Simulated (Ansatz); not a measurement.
# WNH2+ (septet): from Hartree-Fock to the top rungs, def2-SVP

The task here is to estimate one member of a computed series from the others.

Method: def2-SVP, core rule «outside noble gas», up to 5 orbitals frozen; program: Ansatz 0.2.0, Gaussian basis.

The runs, in order: UHF; CCSD(T) on ROHF; CCSD(T) on UHF; CISD as a restricted active space (open shells left free, so some higher excitations enter); CCSDT(Q) on ROHF; CCSDT(Q) on UHF.

30 further runs of the same task are left out: 8 for a known fault of the program, 9 that didn't finish, 13 set aside as unsound or not needed. Runs told in other sessions of the task aren't counted.

## The system

The geometry is a PBE0/def2-TZVP stationary point (not a proven minimum) of the parent state, kept for this charge and spin. No spin-orbit coupling is included. Elements past krypton take def2 core potentials.

4 atoms, charge 1, spin multiplicity 7.

Atoms are counted from 1 here; the program's logs count them from 0.

Bond lengths: W1–N2 1.963 Å, N2–H3 1.010 Å, N2–H4 1.010 Å. Angles: W1–N2–H3 124.3°, W1–N2–H4 124.3°, H3–N2–H4 111.3°.

Set-up of the first run:

Input file in.yaml:

```yaml
crystal:
  periodic: [false, false, false]
  atoms:
    - {symbol: W, position_ang: [0.000000, 0.000000, 0.163075]}
    - {symbol: N, position_ang: [0.000000, 0.000000, -1.799428]}
    - {symbol: H, position_ang: [0.000000, 0.833754, -2.369029]}
    - {symbol: H, position_ang: [0.000000, -0.833754, -2.369029]}
basis:
  gaussian: {orbitals: def2-SVP}
total_charge: 1
magnetization: {spin_polarized: true, initial_magnetization: 6}
hamiltonian: {xc: hf}
output: {orbitals: {seedname: orbitals}}
```

On the command line:

```console
ansatz run in.yaml --threads 1 --pin off --events-out ev --progress --plain --max-ram 2393MiB
```

Among the steps run: UHF; CCSD(T) on ROHF; CCSD(T) on UHF; CISD as a restricted active space (open shells left free, so some higher excitations enter); CCSDT(Q) on ROHF; CCSDT(Q) on UHF.

One table of the session follows, with a row left open; its other results are not shown here.

| method | from RCCSDT(Q) (kcal/mol) |
| --- | --- |
| ROHF | +142.26 |
| UHF | ? |
| RMP2 | +18.15 |
| UMP2 | +15.76 |
| RCCSD | +3.07 |
| UCCSD | +0.54 |
| RCCSD(T) | +0.48 |
| UCCSD(T) | -2.01 |
| RCCSDT | +0.15 |
| UCCSDT | -2.34 |
| RCCSDT(Q) | 0 |
| UCCSDT(Q) | -2.49 |

Estimate the missing values for UHF.

**Answer.** from RCCSDT(Q) (kcal/mol): +137.06. In the column «from RCCSDT(Q) (kcal/mol)» it lies between RMP2 (+18.15) and ROHF (+142.26).

Not comparable, so not listed: CISD as a restricted active space (open shells left free, so some higher excitations enter) (they don't share determinant, frozen orbitals or solution with the rows shown, or repeat one).

Caveats from the session: Restricted and unrestricted rows rest on different reference determinants; a gap between their highest levels can come from leftover correlation error, from unlike frozen cores or from another state.
